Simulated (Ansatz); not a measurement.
# H5OPSSi: the cost of one run

Computed with Ansatz 0.2.0, Gaussian basis. Level: the settings change from run to run.

**1. The relaxed structure**

The geometry comes from an earlier relaxation with PBE0-D4 in a triple-zeta def2 set; it is a stationary point, not always the lowest conformer.

9 atoms, charge 0, spin multiplicity 1.

Atoms are counted from 1 here; the program's logs count them from 0.

Bond lengths: O1–P2 1.647 Å, O1–H5 0.964 Å, P2–Si3 2.276 Å, P2–S4 2.112 Å, Si3–H6 1.491 Å, Si3–H7 1.486 Å, Si3–H8 1.484 Å, S4–H9 1.345 Å. Angles: P2–O1–H5 114.7°, O1–P2–Si3 102.2°, O1–P2–S4 105.7°, Si3–P2–S4 92.2°, P2–Si3–H6 110.8°, P2–Si3–H7 107.8°, P2–Si3–H8 109.1°, H6–Si3–H7 108.9°, H6–Si3–H8 110.2°, H7–Si3–H8 110.1°, P2–S4–H9 96.5°.

**2. r2SCAN0/aug-cc-pVTZ**

This run has multiplicity 3, D3(BJ) with three-body dispersion, relativity set to scalar.

The input, in.yaml:

```yaml
crystal:
  periodic: [false, false, false]
  atoms:
    - {symbol: O, position_ang: [-0.410845, 1.077836, -1.615406]}
    - {symbol: P, position_ang: [-0.910868, -0.164037, -0.655887]}
    - {symbol: Si, position_ang: [1.053090, -0.922233, 0.208594]}
    - {symbol: S, position_ang: [-1.472070, 0.721331, 1.178041]}
    - {symbol: H, position_ang: [0.177053, 1.707843, -1.184352]}
    - {symbol: H, position_ang: [1.758461, 0.162421, 0.949534]}
    - {symbol: H, position_ang: [1.906616, -1.366503, -0.924071]}
    - {symbol: H, position_ang: [0.775218, -2.064148, 1.114789]}
    - {symbol: H, position_ang: [-2.788155, 0.801190, 0.911557]}
basis:
  gaussian: {orbitals: aug-cc-pVTZ}
magnetization: {spin_polarized: true, initial_magnetization: 2}
hamiltonian: {xc: {name: r2SCAN0}, dispersion: d3bjatm, pseudopotentials: {relativity: scalar}}
output: {forces: true}
```

The run is started by

```bash
$ ansatz run in.yaml --threads 2 --pin off --events-out ev --progress --plain --max-ram 4352MiB
```

What time and memory should one allow on 2 threads of AMD EPYC 9R14, shared host?

About 96 s, with a peak of 1.2 GiB.
